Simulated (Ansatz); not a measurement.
Crystal: HPbNO4.

```
H Pb N O
1.0
     4.12040   -0.00081   -0.01120
     0.00404    6.42722    0.05360
     0.02791    3.20707    7.74994
H Pb N O
2 2 2 8
Direct
  0.90366 0.21821 0.48851
  0.40337 0.78177 0.51142
  0.39455 0.30863 0.70725
  0.89489 0.69135 0.29266
  0.63409 0.19990 0.20730
  0.13386 0.80012 0.79275
  0.90829 0.32866 0.54369
  0.53792 0.39076 0.19497
  0.53483 0.11279 0.10602
  0.83718 0.08887 0.32672
  0.40817 0.67132 0.45624
  0.03774 0.60924 0.80520
  0.03429 0.88737 0.89397
  0.33716 0.91101 0.67330
```

The cell was built by a generator and needn't be a form met in nature.

Base run:

* Program: Ansatz 0.2.0
* Functional: r2SCAN
* Potentials or basis: Ansatz PAW
* Cutoff: 500 eV
* Density cutoff: 2000 eV
* k mesh: 7 × 5 × 4
* Occupations: fermi-dirac, width 0.05 eV
* Spin: no spin polarisation

Its results: band gap on the k mesh 3.68 eV, indirect (least direct gap 3.81 eV); pressure -3.3 GPa; largest force 0.658 eV/Å.

Problem. After a change of settings the same cell gave: band gap on the k mesh 3.30 eV, indirect (least direct gap 3.39 eV); pressure 0.0 GPa; largest force 0.007 eV/Å. Which change was it?
A. functional from r2SCAN to BLYP; cutoff from 500 eV to 420 eV; density cutoff from 2000 eV to 1680 eV
B. functional from r2SCAN to LDA; cutoff from 500 eV to 420 eV; density cutoff from 2000 eV to 1680 eV
C. functional from r2SCAN to PBE; cutoff from 500 eV to 420 eV; density cutoff from 2000 eV to 1680 eV
D. functional from r2SCAN to PBEsol; cutoff from 500 eV to 420 eV; density cutoff from 2000 eV to 1680 eV

Solution. C.

r2SCAN gives the wider gap, since meta-GGAs in the generalised Kohn-Sham scheme recover part of the derivative discontinuity.

Caveats: spin-orbit coupling is left out, which as a rule narrows the gap of such compounds by several tenths of an eV; the PAW data sets come from PBE, with cores solved anew for the run's functional, which leaves a small shift of forces and pressure (some runs); odd divisions of the mesh miss points on the zone boundary, where band edges often lie, so the gap on the mesh can be too wide (some runs).

Not every run made on this cell is shown here.
